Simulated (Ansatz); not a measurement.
# NbTe under changes of volume

One of the cells (20.101 Å³/atom); the others are scaled copies at fixed shape and fractional positions:

```xyz
2
Lattice="3.4257 0.0000 0.0000 0.0000 3.4257 0.0000 0.0000 0.0000 3.4257" Properties=species:S:1:pos:R:3 pbc="T T T"
Nb    1.7128    1.7128    1.7128
Te    0.0000    0.0000    0.0000
```

The cell was built by a generator and needn't be a form met in nature.

```yaml
Program: Ansatz 0.2.0
Functional: PBE
Potentials_or_basis: PseudoDojo standard (PBE files)
Cutoff: 1120 eV
Density_cutoff: 4480 eV
k_mesh: 8 × 8 × 8
Occupations: fermi-dirac, width 0.05 eV
Spin: no spin polarisation
```

```tsv
volume (Å³/atom)	energy over the lowest point (meV/atom)	pressure (GPa)
18.895	?	?
19.297	13.76	5.9
19.699	3.18	2.8
20.101	0.00	0.0
20.503	3.43	-2.5
20.905	12.76	-4.7
21.307	27.35	-6.7
```

What does the run at 18.895 Å³/atom give?

Energy over the lowest point 32.63 meV/atom; pressure 9.4 GPa.

Worked out: A Birch-Murnaghan fit of order 3 (a polynomial in V^(-2/3)) to the other rows has its minimum at 20.09 Å³/atom with B0 = V·E''(V) = 132 GPa and B' = 4.7. It gives 32.64 meV/atom at 18.895 Å³/atom, against the run's 32.63, and -dE/dV = 9.3 GPa, against 9.4.

Energies are extrapolated to zero smearing.
